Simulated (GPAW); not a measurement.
# GaGe3 in GPAW: the effect of strain hydrostatic

Crystal: GaGe3.

```
Ge Ga
1.0
     5.74563    0.00000    0.00000
    -2.87282    4.97587    0.00000
     0.00000    0.00000    4.83355
Ge Ga
6 2
Direct
  0.16356 0.32712 0.25000
  0.16356 0.83644 0.25000
  0.67288 0.83644 0.25000
  0.83644 0.67288 0.75000
  0.83644 0.16356 0.75000
  0.32712 0.16356 0.75000
  0.33333 0.66667 0.75000
  0.66667 0.33333 0.25000
```

The cell comes from a database or a generator and needn't be the stable form of this composition.

Alike in all runs:

```yaml
Program: GPAW 26.7.0
Task: band structure
Functional: PBEsol
Potentials_or_basis: PAW data sets generated in the run's folder for this functional
Cutoff: 600 eV
Basis: pw
k_mesh: 5 × 5 × 5
Occupations: fermi-dirac, width 0.05 eV
Spin: no spin polarisation
Maxiter: 150
Band_path: GMKGALHA,LM,KH
Band_points: 60
```

| strain hydrostatic | pressure (GPa) | largest force (eV/Å) |
| --- | --- | --- |
| -0.04 | 4.4 | 0.34 |
| -0.02 | -0.7 | 0.25 |
| -0.01 | -2.7 | 0.21 |
| 0 | -4.4 | 0.16 |
| 0.01 | -5.9 | 0.12 |
| 0.02 | -7.1 | 0.07 |
| 0.04 | ? | ? |

Question: What does the run with strain hydrostatic 0.04 give?

Answer: Pressure -9.0 GPa; largest force 0.03 eV/Å.

Worked out: A parabola through the other rows of the pressure, of slope -40.9 GPa per unit of strain hydrostatic there, extrapolates to -8.5 GPa, against the run's -9.0. A straight line through the other rows of the largest force, of slope -4.47 eV/Å per unit of strain hydrostatic, extrapolates to -0.02 eV/Å, against the run's 0.03.

Caveats: the density grid can change from cell to cell, which puts small steps into energies and stress.
